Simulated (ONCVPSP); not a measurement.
**Co: generating and testing an ONCV potential**

Do these settings give a usable potential? It is generated, then checked for transferability, scattering, ghosts and hardness.

Program: ONCVPSP 4.0.1. Reference atom: PBEsol, scalar-relativistic, spherical and spin-unpolarised. All values are calculated.

### 1 Starting point

Typed settings, in words:

```
element                 : cobalt (Co, Z = 27)
type                    : optimised norm-conserving Vanderbilt (ONCV)
frozen core             : [Ne]
valence charge          : 17
reference configuration : 3s2 3p6 3d7 (charge +2)
partial waves           : 3s: rc 0.80 bohr, ncon 4, nbas 8, qcut 9.5 1/bohr, 1 projector; 3p: rc 0.80 bohr, ncon 4, nbas 8, qcut 11.5 1/bohr, 3 projectors, debl 1.9 Ha; 3d: rc 0.90 bohr, ncon 4, nbas 9, qcut 16.1 1/bohr, 2 projectors, debl 3.6 Ha
local potential         : polynomial inside 0.70 bohr (lpopt 5, dvloc0 0 Ha)
core correction         : polynomial model core, fcfact 0.5
```

### 2 Generation

Co.dat

```
# ATOM AND REFERENCE CONFIGURATION
# atsym  z   nc   nv     iexc    psfile
  Co 27.00    3    3  -116133      upf
#
#   n    l    f
    1    0    2.00
    2    0    2.00
    2    1    6.00
    3    0    2.00
    3    1    6.00
    3    2    7.00
#
# PSEUDOPOTENTIAL AND OPTIMIZATION
# lmax
    2
#
#   l,   rc,      ep,       ncon, nbas, qcut
    0    0.80    0.00    4    8    9.50
    1    0.80    0.00    4    8   11.50
    2    0.90    0.00    4    9   16.10
#
# LOCAL POTENTIAL
# lloc, lpopt,  rc(5),   dvloc0
    4    5    0.70    0.00
#
# VANDERBILT-KLEINMAN-BYLANDER PROJECTORs
# l, nproj, debl
    0    1    2.90
    1    3    1.90
    2    2    3.60
#
# MODEL CORE CHARGE
# icmod, fcfact, rcfact
    1    0.50    0.00
#
# LOG DERIVATIVE ANALYSIS
# epsh1, epsh2, depsh
   -6.00    5.00    0.04
#
# OUTPUT GRID
# rlmax, drl
    6.00    0.01
#
# TEST CONFIGURATIONS
# ncnf
    4
# nvcnf
#   n    l    f
    4
    3    0    2.00
    3    1    6.00
    3    2    7.00
    4    0    2.00
#
    4
    3    0    2.00
    3    1    6.00
    3    2    7.00
    4    0    1.00
#
    3
    3    0    2.00
    3    1    6.00
    3    2    6.00
#
    3
    3    0    2.00
    3    1    6.00
    3    2    8.00
#
```

Run with:

```
$ oncvpsp.x < Co.dat > Co.out
```

Output in Co.out (without the consistency checks and plot data):

```text
ONCVPSP  (Optimized Norm-Conservinng Vanderbilt PSeudopotential)
scalar-relativistic version 4.0.1

#   n    l    f        energy (Ha)
    1    0    2.00    -2.7946978E+02
    2    0    2.00    -3.3691113E+01
    2    1    6.00    -2.8965925E+01
    3    0    2.00    -4.4527446E+00
    3    1    6.00    -3.1075521E+00
    3    2    7.00    -9.9352301E-01

Reference configufation results
  iterations    23
  all-electron total energy (Ha)   -1.39095592D+03

Begin loop to  construct optimized pseudo wave functions
and semi-local pseudopoentials for all angular momenta

Calculating optimized projector #   1

 for l=   0

    Fraction of norm inside rc  0.585171
    Optimizing pswf for qcut=   9.49 a_B^-1,  ecut=  45.01 Ha
    Residual kinetic energy error=  7.15D-03 Ha

    Energy error per electron        Cutoff
         Ha          eV             Ha
         0.01000     0.27211       42.63
         0.00100     0.02721      197.14
         0.00010     0.00272      271.71
         0.00001     0.00027      363.32

WARNING wellstate: negative energy specified for n= 4 l=  1
WARNING scattering state with energy  0.25000000
WARNING will be used for the first projector

   Wellstate for l =  1  n =  5
     eigenvalue =   0.2500
     asymptotic potential =   0.7500
     half-point radius =  4.1731

   Wellstate for l =  1  n =  5
     eigenvalue =   2.1500
     asymptotic potential =   2.6500
     half-point radius =  2.0386

Calculating optimized projector #   1

 for l=   1

    Fraction of norm inside rc  0.537313
    Optimizing pswf for qcut=  11.52 a_B^-1,  ecut=  66.36 Ha
    Residual kinetic energy error=  4.73D-04 Ha

    Energy error per electron        Cutoff
         Ha          eV             Ha
         0.01000     0.27211       27.35
         0.00100     0.02721       58.02
         0.00010     0.00272      191.00
         0.00001     0.00027      317.10

Calculating optimized projector #   2

 for l=   1

    Fraction of norm inside rc  0.022425
    Optimizing pswf for qcut=  11.52 a_B^-1,  ecut=  66.36 Ha
    Residual kinetic energy error=  3.75D-05 Ha

    Energy error per electron        Cutoff
         Ha          eV             Ha
         0.01000     0.27211       19.72
         0.00100     0.02721       28.01
         0.00010     0.00272       56.26
         0.00001     0.00027      115.81

Calculating optimized projector #   3

 for l=   1

    Fraction of norm inside rc  0.024910
    Optimizing pswf for qcut=  11.52 a_B^-1,  ecut=  66.36 Ha
    Residual kinetic energy error=  7.23D-05 Ha

    Energy error per electron        Cutoff
         Ha          eV             Ha
         0.01000     0.27211       21.96
         0.00100     0.02721       30.42
         0.00010     0.00272       62.62
         0.00001     0.00027      172.98

   Wellstate for l =  2  n =  5
     eigenvalue =   2.6065
     asymptotic potential =   3.1065
     half-point radius =  2.3442

Calculating optimized projector #   1

 for l=   2

    Fraction of norm inside rc  0.503430
    Optimizing pswf for qcut=  16.10 a_B^-1,  ecut= 129.59 Ha
    Residual kinetic energy error=  1.18D-05 Ha

    Energy error per electron        Cutoff
         Ha          eV             Ha
         0.01000     0.27211       86.29
         0.00100     0.02721      103.90
         0.00010     0.00272      117.34
         0.00001     0.00027      134.37

Calculating optimized projector #   2

 for l=   2

    Fraction of norm inside rc  0.042173
    Optimizing pswf for qcut=  16.10 a_B^-1,  ecut= 129.59 Ha
    Residual kinetic energy error=  9.32D-06 Ha

    Energy error per electron        Cutoff
         Ha          eV             Ha
         0.01000     0.27211       76.60
         0.00100     0.02721       98.90
         0.00010     0.00272      115.40
         0.00001     0.00027      129.78

Construct Vanderbilt / Kleinmman-Bylander projectors

B matrix Hermiticity error, ll=   1
   1   2   -3.1594E-04
   1   3   -5.7355E-04
   2   3   -5.1441E-05

  Orthonormal projector coefficients  2.7479E+03  1.2947E+01  1.9947E+00

B matrix Hermiticity error, ll=   2
   1   2   -3.4442E-04

  Orthonormal projector coefficients -1.2062E+01 -2.9809E+00

Model core correction analysis
  based on d2Exc/dn_idn_j

d2excae - all-electron derivatives

   -3.540023D-02   -3.167558D-02   -2.198003D-02
   -3.192505D-02   -2.936571D-02   -2.038838D-02
   -2.250790D-02   -2.071931D-02   -1.652590D-02

d2excps - pseudofunction derivatives with no core correction

   -3.670736D-02   -3.361855D-02   -2.554477D-02
   -3.386811D-02   -3.102758D-02   -2.370834D-02
   -2.607297D-02   -2.403933D-02   -1.880378D-02

rms 2nd derivative error    2.680620E-03

Polynomial model core charge

d2excps - pseudofunction derivatives with core correction

   -3.472628D-02   -3.171935D-02   -2.384206D-02
   -3.196879D-02   -2.925077D-02   -2.208806D-02
   -2.436987D-02   -2.241881D-02   -1.730616D-02

rms 2nd derivative error    1.237892E-03

Pseudoatom total energy -144.314167

Diagnostic tests using Vanderbilt-Kleinman-Bylander pseudopotentials
  1 or more projectors used as specified by nproj input data

   l    rcore       rmatch      e in        delta e   norm test  slope test

   0   0.8035295   0.8279264  -4.4527446  -0.0001141   0.9999916   1.0000561

   1   0.8035295   0.8279264  -3.1075521  -0.0000624   1.0001875   1.0002732
   1   0.8035295   0.8279264   0.2500000   0.0000375   1.0005047   1.0005047
   1   0.8035295   0.8279264   2.1500000   0.0000446   1.0006199   1.0006199

   2   0.9002507   0.9275842  -0.9935230   0.0000120   1.0001244   1.0001048
   2   0.9002507   0.9275842   2.6064770  -0.0000324   1.0004609   1.0004609

 Testing for bound ghosts
   n   l    E NL Schr. Eq   E Basis Diag.   E Cutoff

   1   0       -4.452859       -4.450058    290.53

   2   1       -3.107614       -3.099241    610.66

   3   2       -0.993511       -0.958384    546.02

 Testing for highly-localized positive-energy ghosts
       l    <radius>/rc     E Basis Diag.   E Cutoff

       1        0.508498     3036.682042    610.66  WARNING - GHOST(+)

Test configuration 0

   n   l     f        eae           eps        diff
   1   0  2.0000 -279.46978424
   2   0  2.0000  -33.69111342
   2   1  6.0000  -28.96592460
   3   0  2.0000   -4.45274465   -4.45285872   -1.14D-04
   3   1  6.0000   -3.10755214   -3.10761449   -6.24D-05
   3   2  7.0000   -0.99352301   -0.99351104    1.20D-05

    Total energies and differences
      AE_ref= -1.39095592D+03  AE_tst= -1.39095592D+03  dif=  0.00D+00
      PS_ref= -1.44314167D+02  PS_tst= -1.44314167D+02  dif= -5.12D-13
      PSP excitation error=  5.12D-13

Test configuration 1

   n   l     f        eae           eps        diff
   1   0  2.0000 -278.76397181
   2   0  2.0000  -33.00363803
   2   1  6.0000  -28.27691133
   3   0  2.0000   -3.75348965   -3.74603125    7.46D-03
   3   1  6.0000   -2.40746673   -2.40016995    7.30D-03
   3   2  7.0000   -0.30244096   -0.29519389    7.25D-03
   4   0  2.0000   -0.20173199   -0.20438217   -2.65D-03

    Total energies and differences
      AE_ref= -1.39095592D+03  AE_tst= -1.39190198D+03  dif= -9.46D-01
      PS_ref= -1.44314167D+02  PS_tst= -1.45272322D+02  dif= -9.58D-01
      PSP excitation error=  1.21D-02

Test configuration 2

   n   l     f        eae           eps        diff
   1   0  2.0000 -279.09026526
   2   0  2.0000  -33.32272460
   2   1  6.0000  -28.59660549
   3   0  2.0000   -4.07783580   -4.07340445    4.43D-03
   3   1  6.0000   -2.73232393   -2.72799079    4.33D-03
   3   2  7.0000   -0.62431928   -0.62001343    4.31D-03
   4   0  1.0000   -0.46887389   -0.47466559   -5.79D-03

    Total energies and differences
      AE_ref= -1.39095592D+03  AE_tst= -1.39156955D+03  dif= -6.14D-01
      PS_ref= -1.44314167D+02  PS_tst= -1.44935713D+02  dif= -6.22D-01
      PSP excitation error=  7.92D-03

Test configuration 3

   n   l     f        eae           eps        diff
   1   0  2.0000 -280.20169538
   2   0  2.0000  -34.44499710
   2   1  6.0000  -29.71778738
   3   0  2.0000   -5.16071009   -5.16119251   -4.82D-04
   3   1  6.0000   -3.80682645   -3.80736496   -5.39D-04
   3   2  6.0000   -1.65852407   -1.65811169    4.12D-04

    Total energies and differences
      AE_ref= -1.39095592D+03  AE_tst= -1.38963893D+03  dif=  1.32D+00
      PS_ref= -1.44314167D+02  PS_tst= -1.42997277D+02  dif=  1.32D+00
      PSP excitation error=  1.07D-04

Test configuration 4

   n   l     f        eae           eps        diff
   1   0  2.0000 -278.88378309
   2   0  2.0000  -33.09192581
   2   1  6.0000  -28.36817564
   3   0  2.0000   -3.86991261   -3.86970756    2.05D-04
   3   1  6.0000   -2.53017866   -2.52984946    3.29D-04
   3   2  8.0000   -0.44916231   -0.44916657   -4.26D-06

    Total energies and differences
      AE_ref= -1.39095592D+03  AE_tst= -1.39166594D+03  dif= -7.10D-01
      PS_ref= -1.44314167D+02  PS_tst= -1.45024214D+02  dif= -7.10D-01
      PSP excitation error=  3.21D-05
```

Wall time 4.9 s (1 thread of Intel Xeon Platinum 8488C, shared host).

The projector energies used in the p channel were -3.108, 0.250, 2.150 Ha; the program set a typed value aside.

All-electron and pseudo partial waves u(r) = r·R(r), from the program's wave files:

| r (bohr) | 3d AE | 3d PS |
| --- | --- | --- |
| 0.045 | 0.0120 | 0.0029 |
| 0.090 | 0.0652 | 0.0213 |
| 0.135 | 0.1569 | 0.0675 |
| 0.180 | 0.2713 | 0.1469 |
| 0.225 | 0.3931 | 0.2572 |
| 0.270 | 0.5113 | 0.3897 |
| 0.315 | 0.6189 | 0.5314 |
| 0.360 | 0.7121 | 0.6680 |
| 0.405 | 0.7897 | 0.7868 |
| 0.450 | 0.8517 | 0.8799 |
| 0.495 | 0.8988 | 0.9443 |
| 0.540 | 0.9321 | 0.9815 |
| 0.585 | 0.9536 | 0.9972 |
| 0.630 | 0.9648 | 0.9972 |
| 0.675 | 0.9674 | 0.9875 |
| 0.720 | 0.9630 | 0.9731 |
| 0.765 | 0.9530 | 0.9566 |
| 0.810 | 0.9384 | 0.9391 |
| 0.855 | 0.9204 | 0.9204 |
| 0.900 | 0.8997 | 0.8996 |
| 0.945 | 0.8771 | 0.8770 |
| 0.990 | 0.8530 | 0.8529 |
| 1.035 | 0.8280 | 0.8279 |
| 1.080 | 0.8023 | 0.8022 |
| 1.125 | 0.7764 | 0.7763 |
| 1.170 | 0.7503 | 0.7502 |

Densities times 4π (e/bohr³); a dash where the program caps the true core:

| r (bohr) | pseudo valence | true core | model core |
| --- | --- | --- | --- |
| 0.045 | 3.097 | – | 577.9 |
| 0.135 | 9.322 | – | 526.1 |
| 0.225 | 24.49 | 577.4 | 356.3 |
| 0.315 | 44.01 | 170.9 | 154.7 |
| 0.405 | 56.95 | 42.12 | 42.11 |
| 0.495 | 58.25 | 9.756 | 9.756 |
| 0.585 | 51.23 | 2.206 | 2.206 |
| 0.675 | 40.58 | 0.4906 | 0.4906 |
| 0.765 | 29.86 | 0.1086 | 0.1086 |
| 0.855 | 21.16 | 0.02391 | 0.02391 |
| 0.945 | 14.69 | 0.005313 | 0.005313 |
| 1.035 | 10.09 | 0.001182 | 0.001182 |
| 1.125 | 6.913 | 0.0002649 | 0.0002649 |

### 3 The configuration tests of the same run

Excitation and ionisation energies from 3s2 3p6 3d7, with the error of the potential.

```csv
valence configuration,charge,ΔE all-electron (eV),error AE − PS (meV)
3s2 3p6 3d7 4s2,0,-25.743,+329
3s2 3p6 3d7 4s1,+1,-16.698,+216
3s2 3p6 3d6,+3,35.837,+2.9
3s2 3p6 3d8,+1,-19.320,+0.9
```

### 4 Does it scatter like the atom?

Taken from the files of the generation run. The phase is arctan(r·R′/R) of the radial function R, unwrapped, with energies in Ha. A pole is an energy at which the radial function vanishes at the test radius. The pseudo phase is shifted by a multiple of π to meet the all-electron one at the reference energy. Levels narrower than the energy grid can be missing from the poles. The last column is the largest difference on the grid between −0.5 and +0.5 Ha.

```tsv
channel	radius (bohr)	reference (Ha)	poles AE	poles PS	window around the reference with phases within 0.05 rad (Ha)	largest difference near zero (rad)
s	0.81	-4.45	3.27	1.82	below 2.0	0.024
p	0.81	-3.11	4.15	4.15	the whole range	0.000
d	0.91	-0.99	2.60	2.60	the whole range	0.000
```

Phases (rad) along the scan:

| E (Ha) | s AE | s PS | p AE | p PS |
| --- | --- | --- | --- | --- |
| -5.96 | -0.737 | -0.741 | -0.083 | -0.083 |
| -5.40 | -0.885 | -0.887 | -0.320 | -0.320 |
| -4.84 | -1.005 | -1.005 | -0.542 | -0.542 |
| -4.28 | -1.100 | -1.100 | -0.733 | -0.733 |
| -3.72 | -1.177 | -1.178 | -0.888 | -0.888 |
| -3.16 | -1.240 | -1.242 | -1.012 | -1.012 |
| -2.60 | -1.293 | -1.296 | -1.111 | -1.111 |
| -2.04 | -1.337 | -1.343 | -1.190 | -1.190 |
| -1.48 | -1.375 | -1.384 | -1.254 | -1.254 |
| -0.92 | -1.408 | -1.420 | -1.308 | -1.308 |
| -0.36 | -1.437 | -1.453 | -1.353 | -1.353 |
| 0.20 | -1.463 | -1.484 | -1.392 | -1.392 |
| 0.76 | -1.486 | -1.514 | -1.426 | -1.426 |
| 1.32 | -1.508 | -1.544 | -1.456 | -1.456 |
| 1.88 | -1.527 | -1.574 | -1.483 | -1.483 |
| 2.44 | -1.546 | -1.608 | -1.507 | -1.507 |
| 3.00 | -1.563 | -1.649 | -1.529 | -1.529 |
| 3.56 | -1.579 | -1.701 | -1.550 | -1.550 |
| 4.12 | -1.595 | -1.780 | -1.570 | -1.570 |
| 4.68 | -1.610 | -1.931 | -1.588 | -1.588 |

### 5 Plane-wave cutoff and ghosts

From the same output: the cutoffs (Ha) at which the residual kinetic energy of the hardest occupied pseudo-wave falls to 1 and 0.1 mHa per electron are 197 Ha and 272 Ha.

The program's own ghost test: no bound ghost flagged; GHOST(+) flagged for p at 82632.3 eV.

Cutoff (Ha) at which the first wave of each channel reaches a given error (Ha per electron):

| error | s | p | d |
| --- | --- | --- | --- |
| 1.0e-02 | 42.6 | 27.3 | 86.3 |
| 3.2e-03 | 74.4 | 34.0 | 95.7 |
| 1.0e-03 | 197.1 | 58.0 | 103.9 |
| 3.2e-04 | 248.2 | 75.5 | 111.0 |
| 1.0e-04 | 271.7 | 191.0 | 117.3 |
| 3.2e-05 | 292.0 | 291.1 | 123.6 |
| 1.0e-05 | 363.3 | 317.1 | 134.4 |

### 6 Summary of results

| quantity | value |
| --- | --- |
| cutoffs for 1 and 0.1 mHa per electron, occupied waves | 197 Ha and 272 Ha |
| bound ghosts | none found |
| GHOST(+) flags | none at low energy (1 near or above the test basis's cutoff) |
| largest test error (AE − PS) | +329 meV, for 3s2 3p6 3d7 4s2 |
| largest phase difference near zero energy, channels read | 0.024 rad |
| rms error of d²Exc/dn², without and with the model core | 2.68 and 1.24 mHa |
| projector energies reset by the program | p: -3.108, 0.250, 2.150 Ha |

What this shows: The worst unpolarised test, 3s2 3p6 3d7 4s2, is off by 329 meV on 25.7 eV; by total energies transferability rates as poor. The potential is very hard: the looser tolerance needs 197 Ha. At the looser tolerance the 3s wave is the slowest; 3d needs 104 Ha. It is free of bound ghosts as far as tested. Near zero energy the phases of the channels with partial waves agree within 0.024 rad. These are tests on the free atom; a crystal test is still owed.
